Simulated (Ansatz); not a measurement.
**ZrGe6Rh6: relaxing cell and atoms**

The start is ZrGe6Rh6, a structure type of another compound, with these elements put in. Where does it settle when we relax cell and atoms, and what is it like there?

Method: DFT, r2SCAN, no spin polarisation, plane waves, PAW, in Ansatz 0.2.0.

### Step 1. The system as given

Symmetry: P6/mmm, No. 191, hexagonal system. The conventional cell has a = 5.242 Å, b = 5.242 Å, c = 8.087 Å, α = 90.00°, β = 90.00°, γ = 120.00°. Ge (site symmetry -6m2) is surrounded by 6 Rh at 2.52 Å. Ge (site symmetry 6mm) has 1 Ge at 2.56 Å and 6 Rh at 2.73 Å and 1 Zr at 2.76 Å as nearest neighbours. Zr (site symmetry 6/mmm) is surrounded by 8 Ge at 2.76 to 3.03 Å. Around Rh (site symmetry 2mm) lie 6 Ge at 2.52 to 2.73 Å and 4 Rh at 2.62 Å. Around Ge (site symmetry -6m2) lie 6 Rh at 2.53 Å.

Its coordinates follow in the input file.

It starts from an earlier solution of the starting cell (checkpoint.read).

### Step 2. The walk to rest

input.yaml

```yaml
crystal:
  lattice:
    - [2.621027, 4.539747, 0.0]
    - [-2.621027, 4.539747, 0.0]
    - [0.0, 0.0, 8.087325]
  atoms:
    - { symbol: Ge, position: [0.3333, 0.3334, 0.0] }
    - { symbol: Ge, position: [0.6666, 0.6667, 0.0] }
    - { symbol: Ge, position: [0.0, 0.0, 0.3418] }
    - { symbol: Ge, position: [0.0, 0.0, 0.6582] }
    - { symbol: Zr, position: [0.0, 0.0, 0.0] }
    - { symbol: Rh, position: [0.5, 0.5, 0.2491] }
    - { symbol: Rh, position: [0.5, 0.0, 0.2491] }
    - { symbol: Rh, position: [0.0, 0.5, 0.2491] }
    - { symbol: Rh, position: [0.0, 0.5, 0.7509] }
    - { symbol: Rh, position: [0.5, 0.0, 0.7509] }
    - { symbol: Rh, position: [0.5, 0.5, 0.7509] }
    - { symbol: Ge, position: [0.3333, 0.3334, 0.5] }
    - { symbol: Ge, position: [0.6666, 0.6667, 0.5] }
  symmetry: { tolerance: 0.0003 }
kpoints:
  mp_grid: { grid: [8, 8, 4], shift: [0, 0, 0] }
magnetization:
  spin_polarized: false
scf:
  occupations: { method: fermi_dirac }
  lower_state_search: "off"
hamiltonian:
  pseudopotentials: { kind: paw }
  xc: r2scan
basis:
  ecutwfc: 500
  fft_grid_basis: typed
relax:
  max_steps: 80
  cell: { p_target: 0.0 }
output:
  forces: true
  stress: true
  eigenvalues: true
  bader: false
  populations: true
  elf: true
  write_potential: true
  volumetric_format: npy
  dos:
    e_range: [-12, 8]
    de: 0.05
    projected: { site_lists: { Ge: [Ge], Rh: [Rh], Zr: [Zr] } }
  write_density: true
checkpoint:
  read: saved_state
```

Launch:

```bash
> ansatz run input.yaml --threads 2 --pin off --max-ram 2560MiB --backend cpu --events-out ev --progress --plain --runs-dir out
```

Q: Predict the outcome of this session. Wanted: moves; energy gained; largest move; cell; volume; pressure at the end; character.

As calculated:

| quantity | value |
| --- | --- |
| moves | 4 |
| energy gained | 48.4 meV/atom |
| largest move | 0.03 Å (Ge) |
| space group (0.01 Å), before / after | P6/mmm / P6/mmm |
| cell | a = 5.435 Å, b = 5.435 Å, c = 7.834 Å, α = 90.00°, β = 90.00°, γ = 60.00° |
| volume | 15.42 Å³/atom (+4.1 %) |
| pressure at the end | 0.02 GPa |
| formation energy (elements from separate runs) | -0.52 eV/atom |
| character | metal |
| density of states, mean within 0.25 eV of the Fermi level | 3.1 per eV per cell |

What this shows: The volume grew by 4.1 %, and the largest move of an atom is 0.03 Å apart from the change of the cell; the energy fell by 48.4 meV per atom. With 24 symmetry operations imposed, the end may be a saddle point towards distortions that break them. Bands cross the Fermi level: a metal; within 0.25 eV of the Fermi level the density of states averages 3.1 per eV per cell, mostly Rh d (52 %), Ge p (24 %) and Zr d (17 %). Against the elements' reference phases (Ge diamond, Zr hcp, Rh fcc; separate runs with the same functional) the formation energy is -0.52 eV per atom, so it is bound against them, though other compounds may compete.
